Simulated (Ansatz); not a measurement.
# Ge2HSi: the cost of one run

Method: the settings change from run to run; program: Ansatz 0.2.0, Gaussian basis.

27 further runs of the same task are left out: 1 for a known fault of the program, 14 that didn't finish, 12 set aside as unsound or not needed. Runs told in other sessions of the task aren't counted.

## 1. What is computed

The geometry is a PBE0/def2-TZVP stationary point (not a proven minimum) with its atoms shifted at random (size 0.100 Å). No spin-orbit coupling is included. The filled d shell of Ge may be among the frozen orbitals whatever the setting's name suggests.

4 atoms, charge 0, spin multiplicity 2.

Atoms are counted from 1 here; the program's logs count them from 0.

Bond lengths: Ge1–Si2 2.400 Å, Ge1–Ge3 2.530 Å, Si2–Ge3 2.245 Å, Si2–H4 1.418 Å. Angles: Si2–Ge1–Ge3 54.1°, Ge1–Si2–Ge3 65.9°, Ge1–Si2–H4 126.4°, Ge3–Si2–H4 164.2°, Ge1–Ge3–Si2 60.0°.

## 2. BCCD(T) on ROHF/cc-pVDZ

Contents of in.yaml:

```yaml
crystal:
  periodic: [false, false, false]
  atoms:
    - {symbol: Ge, position_ang: [0.063350, -0.245277, 1.303932]}
    - {symbol: Si, position_ang: [-0.101524, 1.597342, -0.224293]}
    - {symbol: Ge, position_ang: [-0.024904, -0.413538, -1.218486]}
    - {symbol: H, position_ang: [0.058205, 2.970622, 0.091861]}
basis:
  gaussian: {orbitals: cc-pVDZ}
magnetization: {spin_polarized: false, initial_magnetization: 1}
correlation: {method: bccd_t, electrons: outside_noble_gas}
scf: {lower_state_search: full}
output: {forces: true}
```

Command:

```console
> ansatz run in.yaml --threads 1 --pin off --events-out ev --progress --plain --max-ram 2393MiB
```

**Question.** How long does this run take on 1 thread of Arm Neoverse V2, shared host, and how much memory does it need?

About 71 s, with a peak of 0.35 GiB.
